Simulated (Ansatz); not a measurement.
# revPBE/6-31G(d) (spherical functions) run of C2H3Cl2F (1,1-dichloro-1-fluoroethane)

What is the electronic atomisation energy of C2H3Cl2F (1,1-dichloro-1-fluoroethane) at revPBE/6-31G* (spherical functions)? 

The calculation is run with Ansatz 0.2.0.

69 further runs of the same task are left out: 1 that didn't finish, 68 set aside as unsound or not needed.

## Step 1: The molecule

C2H3Cl2F: 8 atoms, total charge 0, spin state singlet. As SMILES, `CC(F)(Cl)Cl`. The shape is that of a PBE0-D4/def2-TZVP optimisation.

Bond lengths: C1–C2 1.502 Å, C2–F3 1.348 Å, C2–Cl4 1.776 Å, C2–Cl5 1.776 Å, C1–H6 1.091 Å, C1–H7 1.091 Å, C1–H8 1.088 Å. Some angles: C1–C2–F3 110.1°, C1–C2–Cl4 111.1°, C1–C2–Cl5 111.1°, F3–C2–Cl4 107.6°, F3–C2–Cl5 107.6°, Cl4–C2–Cl5 109.3°, C2–C1–H6 108.9°, C2–C1–H7 108.9°, C2–C1–H8 110.1°, H6–C1–H7 109.8°.

## Step 2: A single-point energy at revPBE/6-31G(d) (spherical functions)

File input.yaml:

```yaml
basis:
  gaussian: {orbitals: 6-31G_st_-spherical.json}
crystal:
  periodic: [false, false, false]
  atoms:
    - {symbol: C, position_ang: [-0.133500, -0.505900, 0.646300]}
    - {symbol: C, position_ang: [0.199400, 0.391300, -0.511300]}
    - {symbol: F, position_ang: [1.523600, 0.643200, -0.537400]}
    - {symbol: Cl, position_ang: [-0.232400, -0.372700, -2.055900]}
    - {symbol: Cl, position_ang: [-0.641100, 1.950200, -0.373000]}
    - {symbol: H, position_ang: [0.163400, -0.011800, 1.572000]}
    - {symbol: H, position_ang: [0.414900, -1.442000, 0.535900]}
    - {symbol: H, position_ang: [-1.202100, -0.709300, 0.667600]}
hamiltonian: {xc: {name: revPBE}}
accuracy: high
output: {orbitals: {seedname: orbitals}}
```

The basis set 6-31G* is read from a file made from the Basis Set Exchange's data (not shown).

The run is started by

```
$ ansatz run input.yaml --threads 1 --pin off --max-ram 3480MiB --events-out events.jsonl --progress --plain --runs-dir runs
```

Log:

```text
Warning: RAYON_NUM_THREADS=1 ignored (pool sized by the plan → 1); use --threads N
Functional definition: revPBE
  name "revPBE"
  parameter kappa = 1.245
  parameter beta = 0.06672455060314922
  exchange = pbe_x(kappa = kappa, mu = beta*pi^2/3)
  correlation = pbe_c(beta = beta)
1944 factors; integrals over basis functions are off by at most 3.8e-9 eV
mean field evaluation 1: about -29873.8465 eV, gradient 4.2e1 eV
mean field evaluation 2: about -29870.7516 eV, gradient 5.4e1 eV
mean field evaluation 4: about -29877.6463 eV, gradient 3.1e0 eV
mean field evaluation 8: about -29877.6513 eV, gradient 1.7e-1 eV
mean field evaluation 16: about -29877.6513 eV, gradient 1.8e-5 eV
mean field -29877.65132313 eV, -1097.9834343254 hartree, gradient 2.5e-8 eV, S^2 0.000000; 0 other end points of the search recorded, 0 dependent functions left out
reference -29877.65132610 eV, -1097.9834344349 hartree; 29, 29 occupied and 55, 55 virtual orbitals, 1944 factors
Total energy: -29877.65132610 eV, -1097.9834344349 hartree
```

It took 6.9 s on 1 thread of Arm Neoverse V2, shared host; peak memory 0.22 GiB.

## Step 3: The C atom

File run.yaml:

```yaml
crystal:
  periodic: [false, false, false]
  atoms:
    - symbol: C
      position_ang: [0.000000, 0.000000, 0.000000]
basis:
  gaussian:
    orbitals: 6-31G_st_-spherical.json
magnetization:
  spin_polarized: true
  initial_magnetization: 2
hamiltonian:
  xc: {name: revPBE}
accuracy: high
```

The basis set 6-31G* is read from a file made from the Basis Set Exchange's data (not shown).

Run the same way, it converges to -37.83147 Eh (log not shown).

## Step 4: The Cl atom, same level

File molecule.yaml:

```yaml
crystal:
  periodic: [false, false, false]
  atoms:
    - {symbol: Cl, position_ang: [0.000000, 0.000000, 0.000000]}
basis:
  gaussian:
    orbitals: 6-31G_st_-spherical.json
magnetization:
  spin_polarized: true
  initial_magnetization: 1
hamiltonian:
  xc: {name: revPBE}
accuracy: high
```

The basis set 6-31G* is read from a file made from the Basis Set Exchange's data (not shown).

Run the same way, it converges to -460.03189 Eh (log not shown).

## Step 5: The F atom

File job.yaml:

```yaml
crystal:
  periodic: [false, false, false]
  atoms:
    - {symbol: F, position_ang: [0.000000, 0.000000, 0.000000]}
basis:
  gaussian:
    orbitals: 6-31G_st_-spherical.json
magnetization:
  spin_polarized: true
  initial_magnetization: 1
hamiltonian:
  xc: {name: revPBE}
accuracy: high
```

The basis set 6-31G* is read from a file made from the Basis Set Exchange's data (not shown).

Run the same way, it converges to -99.67861 Eh (log not shown).

## Step 6: The H atom at the same level

File in.yaml:

```yaml
crystal:
  periodic: [false, false, false]
  atoms:
    - {symbol: H, position_ang: [0.000000, 0.000000, 0.000000]}
basis:
  gaussian:
    orbitals: "6-31G*"
magnetization:
  spin_polarized: true
  initial_magnetization: 1
hamiltonian:
  xc: {name: revPBE}
accuracy: high
```

Run the same way, it converges to -0.50194 Eh (log not shown).

## Step 7: What came out

Level: revPBE/6-31G* (spherical functions).

| quantity | value |
| --- | --- |
| molecule: total energy | -1097.98343 Eh |
| molecule: HOMO energy | -7.24 eV |
| molecule: LUMO energy | -1.06 eV |
| molecule: HOMO–LUMO gap | 6.19 eV |
| C atom: total energy | -37.83147 Eh |
| C atom: ⟨S²⟩ | 2.002 |
| Cl atom: total energy | -460.03189 Eh |
| Cl atom: ⟨S²⟩ | 0.752 |
| F atom: total energy | -99.67861 Eh |
| F atom: ⟨S²⟩ | 0.751 |
| H atom: total energy | -0.50194 Eh |
| H atom: ⟨S²⟩ | 0.750 |
| electronic atomisation energy | 29.179 eV |

What this shows: Taking the molecule apart into free atoms costs 29.18 eV (673 kcal/mol), before zero-point energy and without spin-orbit coupling.
